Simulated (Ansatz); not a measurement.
# C2H7AlO2: the cost of one run

All numbers below are computed with Ansatz 0.2.0 (RKS B3LYP/def2-SVP).

### 1 The structure to begin with

Bond lengths: Al1–C2 2.291 Å, C2–C3 1.534 Å, Al1–O4 1.619 Å, Al1–H5 1.666 Å, Al1–O6 1.636 Å, C2–H7 1.095 Å, C2–H8 1.096 Å, C3–H9 1.092 Å, C3–H10 1.089 Å, C3–H11 1.087 Å, O6–H12 0.946 Å. Angles (14 of 19 angles, heavy atoms first): Al1–C2–C3 109.1°, C2–Al1–O4 83.5°, C2–Al1–O6 121.5°, O4–Al1–O6 155.1°, Al1–C2–H7 125.2°, Al1–C2–H8 100.6°, C3–C2–H7 108.2°, C3–C2–H8 108.7°, C2–Al1–H5 37.5°, O4–Al1–H5 45.9°, H5–Al1–O6 159.0°, C2–C3–H9 111.1°, C2–C3–H10 111.3°, C2–C3–H11 110.7°.

Structure file:

```xyz
12

Al   -0.4358    1.5225    0.4490
C     0.5984   -0.2038   -0.6464
C    -0.1069   -1.5183   -0.2906
O    -1.0185    1.8626   -1.0227
H    -0.2728    0.8199   -1.0526
O    -0.2553    1.7420    2.0603
H     0.8342   -0.2212   -1.7160
H     1.5819   -0.1894   -0.1621
H     0.4891   -2.3797   -0.5977
H    -0.2803   -1.5968    0.7819
H    -1.0706   -1.5853   -0.7892
H    -0.0635    1.7473    2.9863
```

### 2 Pulling towards end A

Springs on the bonds that form and break draw the guess towards this end; the thresholds are loose.

Contents of input.yaml:

```yaml
crystal:
  periodic: [false, false, false]
  atoms:
    - { symbol: Al, position_ang: [-0.4358, 1.5225, 0.449] }
    - { symbol: C, position_ang: [0.5984, -0.2038, -0.6464] }
    - { symbol: C, position_ang: [-0.1069, -1.5183, -0.2906] }
    - { symbol: O, position_ang: [-1.0185, 1.8626, -1.0227] }
    - { symbol: H, position_ang: [-0.2728, 0.8199, -1.0526] }
    - { symbol: O, position_ang: [-0.2553, 1.742, 2.0603] }
    - { symbol: H, position_ang: [0.8342, -0.2212, -1.716] }
    - { symbol: H, position_ang: [1.5819, -0.1894, -0.1621] }
    - { symbol: H, position_ang: [0.4891, -2.3797, -0.5977] }
    - { symbol: H, position_ang: [-0.2803, -1.5968, 0.7819] }
    - { symbol: H, position_ang: [-1.0706, -1.5853, -0.7892] }
    - { symbol: H, position_ang: [-0.0635, 1.7473, 2.9863] }
basis:
  gaussian: { orbitals: def2-SVP }
hamiltonian:
  xc: b3lyp
relax:
  f_tol: 0.15
  max_steps: 25
  restrain:
    - { distance: [4, 1], at: 2.37, k: 30.0 }
    - { distance: [0, 1], at: 1.97, k: 30.0 }
    - { distance: [4, 3], at: 0.97, k: 30.0 }
```

The run is started by

```
> ansatz run input.yaml --threads 2 --pin off --max-ram 3072MiB --backend cpu --events-out ev --progress --plain --runs-dir out
```

What time and memory should one allow on 2 threads of Intel Xeon 6975P-C (Granite Rapids), shared host?

About 21 s, with a peak of 0.26 GiB.
